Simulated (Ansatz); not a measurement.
two structures of YS, a comparison of enthalpies under pressure

Program: the Python package of Ansatz (0.2.0).

Typed at the interpreter:
```pycon
>>> import warnings
>>> import ansatz as az
>>> import numpy as np
>>> def rocksalt(first, second, a):
...     return az.Crystal.rocksalt(first, second, a=a)
...
>>> def cscl(A, B, a):
...     return (
...         az.Lattice.cubic(a)
...         .space_group(221)
...         .atom(A, [0, 0, 0])
...         .atom(B, [0.5, 0.5, 0.5])
...     )
...
>>> def compute(name, crystal, pressure=0.0):
...     calc = crystal.calculation()
...     calc = calc.functional(az.Functional.R2SCAN)
...     calc = calc.basis(550).kpoints(spacing=0.33)
...     calc = calc.occupations('gaussian', width=0.05)
...     calc = calc.relax(force_tolerance=0.02, cell=True, pressure=pressure)
...     return calc.run(threads=1)
...
>>> def volume_per_atom(outcome):
...     return abs(np.linalg.det(outcome.lattice.cell_ang)) / len(outcome.lattice.sites)
...
>>> warnings.simplefilter('ignore', az.DeckWarning)
>>> phases = {}
>>> phases['rocksalt'] = rocksalt('Y', 'S', 5.49)
>>> phases['CsCl'] = cscl('Y', 'S', 3.37)
>>> pressures = [0, 15, 30, 45]
>>> enthalpy, volume = {name: [] for name in phases}, {name: [] for name in phases}
>>> for p in pressures:
...     for name, crystal in phases.items():
...         o = compute(name, crystal, pressure=p)
...         volume[name].append(volume_per_atom(o))
...         enthalpy[name].append(o.report['energy_sigma0_ev'] / len(o.lattice.sites) + p * volume[name][-1] / 160.21766)
...

>>> gap = np.array(enthalpy['CsCl']) - np.array(enthalpy['rocksalt'])
>>> rows = [(p, va, vb, 1000 * d) for p, va, vb, d in zip(pressures, volume['rocksalt'], volume['CsCl'], gap)]
>>> print('   P (GPa)  V rocksalt (A^3/atom)  V CsCl (A^3/atom)  H(CsCl) - H(rocksalt) (meV/atom)')
   P (GPa)  V rocksalt (A^3/atom)  V CsCl (A^3/atom)  H(CsCl) - H(rocksalt) (meV/atom)
>>> for row in rows:
...     print(f'{row[0]:10d}  {row[1]:21.3f}  {row[2]:17.3f}  {row[3]:+32.1f}')
...
         0                 21.104             19.751                            +409.7
        15                 18.762             17.509                            +288.0
        30                 17.310             16.122                            +173.8
        45                 16.263             15.124                             +64.9
>>> crossings = [p0 - g0 * (p1 - p0) / (g1 - g0) for p0, p1, g0, g1 in zip(pressures, pressures[1:], gap, gap[1:]) if g0 * g1 < 0]
>>> print('crossing near', [round(float(p), 1) for p in crossings], 'GPa') if crossings else print('no crossing in this range')
no crossing in this range
```

Spin is left out of this run. At a fixed pressure a relaxation lowers the enthalpy F + PV, while F alone can rise. Only these two structures are compared, at zero temperature and with their symmetry kept; either may be hypothetical, and another phase may be lower than both. Differences under about 40 meV an atom lie within the error of mesh and functional. The cells are prototypes set up for this calculation and needn't exist. Timing: 73 s on 1 thread of Arm Neoverse V2 (shared host), peak memory 0.51 GiB.

(Lines on the test bed's own set-up are left out of the output.)
